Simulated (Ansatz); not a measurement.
**CH₇GaInN: basis-set convergence**

The task here is to estimate one member of a computed series from the others.

Computed with Ansatz 0.2.0, Gaussian basis. Level: one geometry, several basis sets.

Plan: PBE0-D4/def2-SVP; ωB97M-V/def2-SVP; PBE0-D4/def2-QZVPP; ωB97M-V/def2-QZVPP; the functionals' def2-TZVPP values are taken from earlier runs.

### Structure used throughout

An earlier PBE0-D4 in a triple-zeta def2 set relaxation fixed the geometry. In takes the def2 core potential; no spin-orbit term is included.

11 atoms, charge 0, spin multiplicity 1.

Atoms are counted from 1 here; the program's logs count them from 0.

Bond lengths: C1–N2 1.441 Å, C1–H5 1.097 Å, C1–H6 1.097 Å, C1–H7 1.094 Å, N2–Ga3 1.824 Å, N2–H8 1.009 Å, Ga3–In4 2.613 Å, Ga3–H9 1.575 Å, In4–H10 1.736 Å, In4–H11 1.736 Å. Angles: N2–C1–H5 112.6°, N2–C1–H6 112.6°, N2–C1–H7 109.9°, H5–C1–H6 107.6°, H5–C1–H7 106.9°, H6–C1–H7 106.9°, C1–N2–Ga3 128.6°, C1–N2–H8 112.9°, Ga3–N2–H8 118.5°, N2–Ga3–In4 117.7°, N2–Ga3–H9 113.0°, In4–Ga3–H9 129.3°, Ga3–In4–H10 122.6°, Ga3–In4–H11 122.5°, H10–In4–H11 114.9°.

The first run:

File in.yaml:

```yaml
crystal:
  periodic: [false, false, false]
  atoms:
    - {symbol: C, position_ang: [-0.873544, 1.525874, -0.095270]}
    - {symbol: N, position_ang: [0.124226, 1.075371, 0.841092]}
    - {symbol: Ga, position_ang: [0.998854, -0.524533, 0.889174]}
    - {symbol: In, position_ang: [0.415580, -2.284525, -0.952707]}
    - {symbol: H, position_ang: [-0.558497, 2.418347, -0.650559]}
    - {symbol: H, position_ang: [-1.831452, 1.756264, 0.387842]}
    - {symbol: H, position_ang: [-1.070409, 0.743716, -0.835129]}
    - {symbol: H, position_ang: [0.339368, 1.763637, 1.546391]}
    - {symbol: H, position_ang: [2.024361, -0.630169, 2.080011]}
    - {symbol: H, position_ang: [1.266869, -2.373518, -2.462817]}
    - {symbol: H, position_ang: [-0.835346, -3.470474, -0.748039]}
basis:
  gaussian: {orbitals: def2-SVP}
hamiltonian: {xc: pbe0, dispersion: d4}
output: {orbitals: {seedname: orbitals}}
```

Started as:

```sh
$ ansatz run in.yaml --threads 4 --pin off --events-out ev --progress --plain --max-ram 10444MiB
```

Among the steps run: PBE0-D4 in def2-SVP; ωB97M-V in def2-SVP; PBE0-D4 in def2-QZVPP; ωB97M-V in def2-QZVPP.

One table of the session follows, with a row left open; its other results are not shown here.

It belongs to the step «Functionals by basis». 

```
functional       basis  HOMO (eV)  LUMO (eV)
   PBE0-D4    def2-SVP          ?          ?
   PBE0-D4  def2-TZVPP      -6.76      -2.03
   PBE0-D4  def2-QZVPP      -6.78      -2.04
   ωB97M-V    def2-SVP      -8.75      -0.35
   ωB97M-V  def2-TZVPP      -8.83      -0.49
   ωB97M-V  def2-QZVPP      -8.85      -0.52
```

**Question.** Estimate the row for PBE0-D4, def2-SVP.

The run gave: HOMO (eV): -6.69; LUMO (eV): -1.97. In the column «HOMO (eV)» it is the highest.
